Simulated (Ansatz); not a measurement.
Write a Python script for the Ansatz DFT code, driven from Python that makes a rigid scan of one bond length of CH4AlOS, SMILES C[O][Al][SH]. Use (for the species named): r2SCAN, def2-SVP basis, multiplicity 2.

```yaml
atoms:
  - { symbol: C, position_ang: [0.0108, 1.3568, 0.3135] }
  - { symbol: O, position_ang: [0.2763, 0.6047, -0.8124] }
  - { symbol: Al, position_ang: [0.9106, -1.0258, -0.2538] }
  - { symbol: S, position_ang: [-0.4035, -2.7415, 0.1346] }
  - { symbol: H, position_ang: [-0.4308, 2.3659, -0.0777] }
  - { symbol: H, position_ang: [-0.8325, 0.9446, 0.9199] }
  - { symbol: H, position_ang: [0.8927, 1.6193, 0.9189] }
  - { symbol: H, position_ang: [-0.3315, -3.1811, -1.1988] }
```

`ch4alos.py`
```python
"""Potential curve of CH4AlOS along one bond."""

import ansatz as az
import numpy as np

GEOMETRY = """
C     0.01080    1.35680    0.31350
O     0.27630    0.60470   -0.81240
Al    0.91060   -1.02580   -0.25380
S    -0.40350   -2.74150    0.13460
H    -0.43080    2.36590   -0.07770
H    -0.83250    0.94460    0.91990
H     0.89270    1.61930    0.91890
H    -0.33150   -3.18110   -1.19880
"""

mol = az.Crystal.molecule()
for line in GEOMETRY.strip().splitlines():
    symbol, *xyz = line.split()
    mol = mol.atom(symbol, [float(v) for v in xyz])

symbols = [site.symbol for site in mol.cartesian_sites]
start = np.array([site.position_ang for site in mol.cartesian_sites])
axis = (start[0] - start[1]) / np.linalg.norm(start[0] - start[1])
moving = [0, 4, 5, 6]
lengths, energies = [1.214, 1.269, 1.325, 1.38, 1.435, 1.49, 1.545, 1.628], []
for length in lengths:
    xyz = start.copy()
    xyz[moving] += (length - np.linalg.norm(start[0] - start[1])) * axis
    point = az.Crystal.molecule()
    for symbol, place in zip(symbols, xyz):
        point = point.atom(symbol, place.tolist())
    calculation = (
        point.calculation()
        .basis(gaussian="def2-SVP")
        .functional("r2scan")
        .spin("collinear", total=1)
    )
    r = calculation.run(threads=1, pin="off").report
    energies.append(r["free_energy_ev"])
    print(f"r = {length:6.3f} A  E = {energies[-1]:.5f} eV  <S^2> = {abs(r['mean_field']['state']['spin_squared']):.3f}")

# quartic fit about the minimum
fit = np.polynomial.Polynomial.fit(lengths, np.array(energies) - min(energies), 4).convert()
roots = [r.real for r in fit.deriv().roots() if abs(r.imag) < 1e-9 and fit.deriv(2)(r.real) > 0]
r_e = min(roots, key=lambda r: abs(r - lengths[int(np.argmin(energies))]))
print(f"minimum of the fit at {r_e:.4f} A, force constant {fit.deriv(2)(r_e):.2f} eV/A^2")
```

```console
$ python ch4alos.py
r =  1.214 A  E = -20569.88391 eV  <S^2> = 0.753
r =  1.269 A  E = -20570.43936 eV  <S^2> = 0.753
r =  1.325 A  E = -20570.76855 eV  <S^2> = 0.753
r =  1.380 A  E = -20570.92055 eV  <S^2> = 0.753
r =  1.435 A  E = -20570.94816 eV  <S^2> = 0.753
r =  1.490 A  E = -20570.88530 eV  <S^2> = 0.753
r =  1.545 A  E = -20570.75749 eV  <S^2> = 0.753
r =  1.628 A  E = -20570.48268 eV  <S^2> = 0.753
minimum of the fit at 1.4211 A, force constant 32.05 eV/A^2
```

Caveats:
- Total energies depend on the basis set; only differences at equal settings carry meaning.
- The rest of the molecule is held rigid at a force-field or estimated start geometry, and the basis set is modest; single-reference methods fail as a bond breaks.
- The species is open-shell (spin multiplicity 2).
- Run time: 68 s on 1 thread of Arm Neoverse V1, on a shared host, peak memory 0.26 GiB.
